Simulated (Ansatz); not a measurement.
# GaPH+ (triplet): the correlation ladder, cc-pVDZ

How much of the correlation energy of GaPH+ (triplet) does each wave-function method recover here?

Computed with Ansatz 0.2.0, Gaussian basis. Level: cc-pVDZ, core rule «outside noble gas», up to 19 orbitals frozen.

To be run: UHF; CCSD(T) on ROHF; CCSD(T) on UHF; BCCD(T) on ROHF; CISD; CCSDT(Q) on ROHF; CCSDT(Q) on UHF.

27 further runs of the same task are left out: 7 for a known fault of the program, 8 that didn't finish, 12 set aside as unsound or not needed.

**1. The geometry**

The geometry is a PBE0/def2-TZVP stationary point (not a proven minimum) of the parent state, kept for this charge and spin. No spin-orbit coupling is included. The filled d shell of Ga may be among the frozen orbitals whatever the setting's name suggests; the logs give the count.

3 atoms, charge 1, spin multiplicity 3.

Atoms are counted from 1 here; the program's logs count them from 0.

Bond lengths: P1–Ga2 2.128 Å, Ga2–H3 1.551 Å. Angles: P1–Ga2–H3 180.0°.

**2. UHF**

Contents of in.yaml:

```yaml
crystal:
  periodic: [false, false, false]
  atoms:
    - {symbol: P, position_ang: [0.000000, 0.000000, 1.935800]}
    - {symbol: Ga, position_ang: [0.000000, 0.000000, -0.192200]}
    - {symbol: H, position_ang: [0.000000, 0.000000, -1.743600]}
basis:
  gaussian: {orbitals: cc-pVDZ}
total_charge: 1
magnetization: {spin_polarized: true, initial_magnetization: 2}
hamiltonian: {xc: hf}
output: {orbitals: {seedname: orbitals}}
```

On the command line:

```bash
ansatz run in.yaml --threads 1 --pin off --events-out ev --progress --plain --max-ram 2393MiB
```

The runs that follow: CCSD(T) on ROHF; CCSD(T) on UHF; BCCD(T) on ROHF; CISD; CCSDT(Q) on ROHF; CCSDT(Q) on UHF.

Before running them: what should the planned runs give, taken together? Wanted: UCCSDT(Q) below the RHF energy; RMP2 from UCCSDT(Q); UMP2 from UCCSDT(Q); RCCSD from UCCSDT(Q); RCCSD(T) from UCCSDT(Q); UCCSD(T) from UCCSDT(Q); RCCSDT(Q) from UCCSDT(Q); T1 diagnostic.

As calculated:

| quantity | value |
| --- | --- |
| UCCSDT(Q) below the RHF energy | -4.1382 eV |
| RMP2 from UCCSDT(Q) | +925.7 meV |
| UMP2 from UCCSDT(Q) | +953.7 meV |
| RCCSD from UCCSDT(Q) | +145.0 meV |
| RCCSD(T) from UCCSDT(Q) | +35.5 meV |
| UCCSD(T) from UCCSDT(Q) | +34.6 meV |
| RCCSDT(Q) from UCCSDT(Q) | +1.2 meV |
| levels within 1 kcal/mol (43 meV) | RCCSD(T), UCCSD(T), BCCD(T), RCCSDT, UCCSDT, RCCSDT(Q) |
| T1 diagnostic | 0.020 |

RCCSD(T) lands +35.5 meV from the yardstick (0.9 % of the correlation energy). These misses are within one basis, not against nature; the frozen cores of restricted and unrestricted runs differ, which can shift their rows.
